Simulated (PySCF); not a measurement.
# C3H8N2Pb: the cost of one run

Computed with PySCF 2.14.0 and routines of our own; the level stands in each step. Atoms count from 0.

## 1. The starting structure

14 atoms, charge 0, multiplicity 1; geometry from: GFN2-xTB.

## 2. Optimising the geometry at PBE0-D3(BJ)/def2-SVP

Job settings and geometry (Å):

```
{"job": {"xc": "PBE0", "basis": "def2-SVP", "d3": "d3bj", "grid": 1, "maxiter": 30, "shake": 0.01, "kind": "geom"}, "charge": 0, "multiplicity": 1}
Pb     2.482000    -0.184060    -0.146860
N      0.359760    -0.493240     0.330540
C     -0.506570     0.650970     0.689850
C     -1.815140     0.324490     0.065520
C     -1.481540    -0.921530    -0.723170
N     -0.275030    -1.276430    -0.542320
H      2.544480     1.362630    -1.047660
H      3.031900    -1.525350    -1.073220
H      3.287080     0.005400     1.395330
H     -0.073710     1.585220     0.315240
H     -0.528870     0.719790     1.797190
H     -2.595890     0.094270     0.831900
H     -2.265240     1.123000    -0.584250
H     -2.170390    -1.480230    -1.315850
```

On the command line:

```bash
$ OMP_NUM_THREADS=1 python heavy_run.py task.json out
```

The driver reads the jobs from task.json and runs them one after another.

Q: Estimate the wall time and peak memory of this first job on 1 thread of Arm Neoverse V2, shared host.

About 2.1 min, with a peak of 0.55 GiB.
